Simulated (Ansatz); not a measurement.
# ClFH5NSi2: up Jacob's ladder to CCSD(T)

An exercise on one series of results from a longer session: the logs are not shown, and one member is left open.

Program: Ansatz 0.2.0, Gaussian basis. Level of theory: functionals in def2-TZVPP, the program's frozen cores in correlated methods. These are calculated values, not measurements.

The runs, in order: PBE-D4, r2SCAN-D4, PBE0-D4, B3LYP-D4, ωB97X-V, ωB97M-V, B2PLYP; CCSD(T)/def2-TZVPP; MP2/def2-QZVPP; extrapolation to the limit.

## The relaxed structure

All runs share one geometry, relaxed beforehand with PBE0-D4 in a triple-zeta def2 set.

10 atoms, charge 0, spin multiplicity 1.

Atoms are counted from 1 here; the program's logs count them from 0.

Bond lengths: F1–Si2 1.599 Å, Si2–N3 1.713 Å, Si2–H6 1.479 Å, Si2–H7 1.478 Å, N3–Si4 1.715 Å, N3–H8 1.011 Å, Si4–Cl5 2.059 Å, Si4–H9 1.477 Å, Si4–H10 1.479 Å. Angles: F1–Si2–N3 111.6°, F1–Si2–H6 106.1°, F1–Si2–H7 107.2°, N3–Si2–H6 109.9°, N3–Si2–H7 108.2°, H6–Si2–H7 113.9°, Si2–N3–Si4 127.4°, Si2–N3–H8 116.4°, Si4–N3–H8 116.2°, N3–Si4–Cl5 112.2°, N3–Si4–H9 107.8°, N3–Si4–H10 110.6°, Cl5–Si4–H9 107.6°, Cl5–Si4–H10 105.9°, H9–Si4–H10 112.9°.

Geometry (Å):

```xyz
10
charge 0, multiplicity 1
F     0.2593   -2.4350   -1.0419
Si   -0.5217   -1.4726   -0.0318
N     0.4442   -0.1407    0.4439
Si    0.4129    1.4503   -0.1961
Cl   -0.6137    2.7570    1.0198
H    -0.8548   -2.3002    1.1476
H    -1.7038   -0.9514   -0.7493
H     1.0861   -0.3011    1.2086
H    -0.2924    1.4006   -1.4933
H     1.7837    1.9930   -0.3075
```

The first run:

in.yaml

```yaml
crystal:
  periodic: [false, false, false]
  atoms:
    - {symbol: F, position_ang: [0.259322, -2.435000, -1.041857]}
    - {symbol: Si, position_ang: [-0.521663, -1.472606, -0.031766]}
    - {symbol: N, position_ang: [0.444239, -0.140673, 0.443898]}
    - {symbol: Si, position_ang: [0.412899, 1.450277, -0.196131]}
    - {symbol: Cl, position_ang: [-0.613659, 2.757039, 1.019758]}
    - {symbol: H, position_ang: [-0.854793, -2.300200, 1.147619]}
    - {symbol: H, position_ang: [-1.703787, -0.951365, -0.749286]}
    - {symbol: H, position_ang: [1.086148, -0.301056, 1.208581]}
    - {symbol: H, position_ang: [-0.292412, 1.400607, -1.493346]}
    - {symbol: H, position_ang: [1.783706, 1.992987, -0.307460]}
basis:
  gaussian: {orbitals: def2-TZVPP}
hamiltonian: {xc: pbe, dispersion: d4}
output: {forces: true, orbitals: {seedname: orbitals}}
```

Command:

```sh
> ansatz run in.yaml --threads 2 --pin off --events-out ev --progress --plain --max-ram 22528MiB --backend cpu
```

Among the steps run: PBE-D4 (GGA); r2SCAN-D4 (meta-GGA); PBE0-D4 (hybrid); B3LYP-D4 (hybrid); ωB97X-V (range-separated); ωB97M-V (range-separated); B2PLYP (double hybrid); CCSD(T) in def2-TZVPP; MP2 in def2-QZVPP.

One of the session's tables, all rows but one given; the rest of the session is left out.

It belongs to the step «Atomisation energies». 

```
            method  atomisation energy (eV)
            PBE-D4                   35.673
         r2SCAN-D4                   35.612
           PBE0-D4                   35.251
          B3LYP-D4                   35.579
           ωB97X-V                   35.982
           ωB97M-V                   35.876
            B2PLYP                   35.246
     HF/def2-TZVPP                   26.393
    MP2/def2-TZVPP                   35.302
   CCSD/def2-TZVPP                        ?
CCSD(T)/def2-TZVPP                   34.697
           MP2/CBS                   36.472
       CCSD(T)/CBS                   35.868
```

Estimate the missing values for CCSD/def2-TZVPP.

As computed: atomisation energy (eV): 34.239. In the column «atomisation energy (eV)» it lies between HF/def2-TZVPP (26.393) and CCSD(T)/def2-TZVPP (34.697).

Limits of these values: Free atoms (1 F, 2 Si, 1 N, 1 Cl, 5 H) were run apart at each level; the atomisation energy is their sum less the molecule, without zero-point or spin-orbit terms.
